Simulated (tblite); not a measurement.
# C2H6O4Si: the cost of one run

Programs: tblite 0.8.0 and PySCF 2.14.0, with density-fitted response routines of our own. Each step states its level of theory. These are calculated values for one molecule in the gas phase, unless marked as measured. Atoms count from 0, in the outputs and in this text.

### 1 The starting structure

13 atoms, charge -1, multiplicity 2; geometry from: force field or distance geometry start.

Bonds of the start (Å): C0–O1 1.41, O1–C2 1.39, C2–O3 1.27, C2–Si4 1.91, Si4–O5 1.66, Si4–O6 1.68, C0–H7 1.10, C0–H8 1.10, C0–H9 1.09, Si4–H10 1.48, O5–H11 0.97, O6–H12 0.97.

### 2 Optimising the geometry with GFN2-xTB

Job settings and geometry (Å):

```
{"job": {"kind": "relax", "xc": "GFN2-xTB", "basis": "xTB"}, "charge": -1, "multiplicity": 2}
C     -2.307800    -0.324300     0.601000
O     -1.011500     0.198200     0.812400
C     -0.110000    -0.125800    -0.194900
O     -0.259500    -0.766000    -1.279700
Si     1.649400     0.554500     0.076100
O      2.660600    -0.766900     0.020700
O      1.992200     1.502000    -1.268000
H     -2.932400    -0.019000     1.455700
H     -2.758100     0.100400    -0.302600
H     -2.314900    -1.417300     0.564400
H      1.836900     1.324100     1.321800
H      2.176400    -1.477000    -0.437800
H      1.374300     1.217700    -1.958600
```

On the command line:

```bash
$ OMP_NUM_THREADS=1 python probes_run.py task.json out
```

This one command runs all jobs of the session in turn.

**Question.** How long does this first job take on 1 thread of Arm Neoverse V1, shared host?

About 1.2 s.
